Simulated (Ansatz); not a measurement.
# Lu: response to strain

Aim: deform Lu (equal xy, yz and zx engineering shear strains of -2 %) and compute stress, forces and field gradients with LAPW and PAW.

Method: DFT PBEsol, scalar-relativistic, in Ansatz 0.2.0.

3 further runs of the same task are left out: 3 that didn't finish.

### Step 1. The structure to begin with

Symmetry: P6_3/mmc, No. 194, hexagonal system. Conventional cell: a = 3.510 Å, b = 3.510 Å, c = 5.567 Å, α = 90.00°, β = 90.00°, γ = 120.00°. Lu (site symmetry -6m2) has 12 Lu at 3.44 to 3.51 Å as nearest neighbours.

Structure file:

```xyz
2
Lattice="3.5099 0.0000 0.0000 -1.7549 3.0397 0.0000 0.0000 0.0000 5.5666" Properties=species:S:1:pos:R:3 pbc="T T T"
Lu    0.0000    2.0264    1.3917
Lu    1.7549    1.0132    4.1750
```

Atoms are numbered in the order of the input: Lu1, Lu2.

### Step 2. The deformed structure

Space group P6_3/mmc before, P-1 after.

### Step 3. LAPW, all electrons

input.yaml reads:

```yaml
crystal:
  lattice:
    - [3.5098988894, -0.0350989889, -0.0350989889]
    - [-1.7853460607, 3.0572110975, -0.0128471216]
    - [-0.055666, -0.055666, 5.5666]
  atoms:
    - { symbol: Lu, position: [0.3333333333, 0.6666666667, 0.25] }
    - { symbol: Lu, position: [0.6666666667, 0.3333333333, 0.75] }
kpoints:
  mp_grid: { grid: [13, 13, 8] }
  band_path:
    path:
      - [0.0, 0.0, 0.0]
      - [0.0, 0.0, 0.5]
      - [-0.5, 0.5, 0.0]
      - [0.0, 0.0, 0.0]
      - [0.0, -0.5, 0.0]
      - [-0.5, 0.0, 0.5]
      - [0.0, 0.0, 0.0]
      - [-0.5, 0.0, 0.0]
      - [0.0, -0.5, 0.5]
    npoints: 5
scf:
  occupations: { method: fermi_dirac, width: 0.03 }
hamiltonian:
  xc: pbesol
  pseudopotentials: { kind: all_electron, lapw: { basis_error: 0.0005 } }
output:
  forces: true
  stress: true
  eigenvalues: true
```

Run with:

```
$ ansatz run input.yaml --threads 1 --pin off --max-ram 3072MiB --backend cpu --events-out ev --progress --plain --runs-dir out
```

### Step 4. Frozen-core PAW

input.yaml reads:

```yaml
crystal:
  lattice:
    - [3.5098988894, -0.0350989889, -0.0350989889]
    - [-1.7853460607, 3.0572110975, -0.0128471216]
    - [-0.055666, -0.055666, 5.5666]
  atoms:
    - { symbol: Lu, position: [0.3333333333, 0.6666666667, 0.25] }
    - { symbol: Lu, position: [0.6666666667, 0.3333333333, 0.75] }
kpoints:
  mp_grid: { grid: [13, 13, 8] }
scf:
  occupations: { method: fermi_dirac, width: 0.03 }
hamiltonian:
  xc: pbesol
  pseudopotentials: { kind: paw }
output:
  forces: true
  stress: true
  eigenvalues: true
  efg: { contact_densities: true }
```

(Steps that only read results are left out.)

Before running it: what results should come out? Wanted: pressure; largest shear or deviatoric stress.

**Answer**, as computed:

| quantity | value |
| --- | --- |
| pressure | LAPW -3.34, PAW -3.35 GPa |
| largest shear or deviatoric stress (LAPW) | 0.78 GPa |

**Reading.** The largest part of the stress beyond the pressure is 0.78 GPa in size, in the zz component; the atoms are carried along and not relaxed. No run of the undeformed cell stands beside it, so the pressure holds what the given cell had before the change. PAW: stress within 0.01 GPa of LAPW, forces within 1 meV/Å. Spin-orbit coupling is left out, though the cell holds Lu; in elements this heavy it can shift bands and gaps by tenths of an eV.
